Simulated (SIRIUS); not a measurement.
The system is TiSn.

```xyz
2
Lattice="0.0000 2.8005 2.8005 2.8005 0.0000 2.8005 2.8005 2.8005 0.0000" Properties=species:S:1:pos:R:3 pbc="T T T"
Ti    0.0000    0.0000    0.0000
Sn    2.8005    2.8005    2.8005
```

The cell was built by a generator and needn't be a form met in nature.

Program: SIRIUS 7.10.0. Alike in all runs: task single point; potentials or basis PseudoDojo 0.4.1 PBE standard (scalar relativistic); no spin polarisation; cell as given; k mesh 8 × 8 × 8; cutoff (eV) 1152; smearing fermi-dirac 0.05 eV.

Order these runs on this cell by their pressure, lowest first.
A. level BLYP; libxc names ["XC_GGA_X_B88", "XC_GGA_C_LYP"]
B. level PW91; libxc names ["XC_GGA_X_PW91", "XC_GGA_C_PW91"]
C. level revPBE; libxc names ["XC_GGA_X_PBE_R", "XC_GGA_C_PBE"]
D. level RGE2; libxc names ["XC_GGA_X_RGE2", "XC_GGA_C_RGE2"]
E. level AM05; libxc names ["XC_GGA_X_AM05", "XC_GGA_C_AM05"]

E (-3.7 GPa), D (-2.2 GPa), B (0.0 GPa), C (1.7 GPa), A (4.2 GPa).

Caveats: the potentials were made for another functional, which shifts forces and pressure.

Runs at the PBE level aren't shown here.
